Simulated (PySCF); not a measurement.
**MoNI: relaxation and vibrations of the triplet**

Aim: relax MoNI as a triplet from a bent start, check by its vibrations whether the end is a minimum, and collect its spectrum and constants.

The runs use PySCF 2.14.0; PBE0, basis Mo def2-SVP with ECP28, N def2-SVP, I def2-SVP with ECP28, scalar-relativistic core potentials, no spin–orbit coupling, density fitting.

## Step 1: The system as given

3 atoms, charge 0, spin multiplicity 3.

Bond lengths: Mo1–N2 1.810 Å, Mo1–I3 2.710 Å. Angles: N2–Mo1–I3 110.0°.

Z-matrix (Å, degrees; charge 0 multiplicity 3):
```
Mo
N  1 1.8100
I  1 2.7100 2 110.00
```

## Step 2: The SCF at the typed geometry

The steps below are one call of a driver around PySCF. For each, scf.py gives the equivalent set-up of the SCF; relaxations use the driver's own optimiser. After this first run the driver tries any further starts and a stability analysis.

Input file scf.py:

```python
from pyscf import gto, scf, dft
mol = gto.M(atom='''
Mo     0.000000     0.000000     0.000000
N     -1.482700     0.000000     1.038200
I      2.219900     0.000000     1.554400''',
    basis={'Mo': 'def2-SVP', 'N': 'def2-SVP', 'I': 'def2-SVP'},
    ecp={'Mo': 'def2-SVP', 'I': 'def2-SVP'},
    charge=0, spin=2)
mf = dft.UKS(mol, xc='PBE0')
mf.grids.atom_grid = (50, 194)
aux = {'Mo': 'def2-universal-JKFIT', 'N': 'def2-universal-JKFIT', 'I': 'def2-universal-JKFIT'}
mf = mf.density_fit(auxbasis=aux)
mf.conv_tol = 1e-08
mf.diis_space = 10
mf.max_cycle = 60
mf.init_guess = 'minao'
mf.verbose = 4
mf.kernel()
```

Launch:

```
OMP_NUM_THREADS=2 python axn.py task.json out
```

After this run come: Relaxing the triplet from the bent start; Hessian and properties.

Q: Predict the outcome of this session. Wanted: minimum; geometry; wavenumbers; dipole moment; highest occupied, lowest empty level; polar-tensor charge of Mo1; zero-point energy; atomisation energy; ⟨S²⟩.

The runs gave:

| quantity | value |
| --- | --- |
| minimum | triplet, Cs |
| geometry | Mo–I 2.668 Å, Mo–N 1.609 Å; I–Mo–N 116.8° |
| wavenumbers (cm⁻¹) | 125 (a'), 230 (a'), 1169 (a') |
| dipole moment | 4.66 D |
| highest occupied, lowest empty level (either spin) | -6.62, -3.47 eV |
| polar-tensor charge of Mo1 | +1.16 e |
| zero-point energy | 9.1 kJ/mol |
| entropy at 298.15 K | 319.8 J/(mol K) |
| atomisation energy (no zero-point energy) | 777 kJ/mol |
| ⟨S²⟩ | 2.064 |

In words: The molecule stays Cs, as typed, and the end point is a minimum. The strongest infrared band lies at 1169 cm⁻¹ (a', stretch). Most of the spin sits on Mo1 (Mulliken spin 2.39, against 2 for the whole molecule). Only this shape and spin were tried, so other structures or states may lie lower. One determinant may miss the lowest occupation of an open d or f shell. With an element this heavy the missing spin–orbit coupling can shift these numbers.
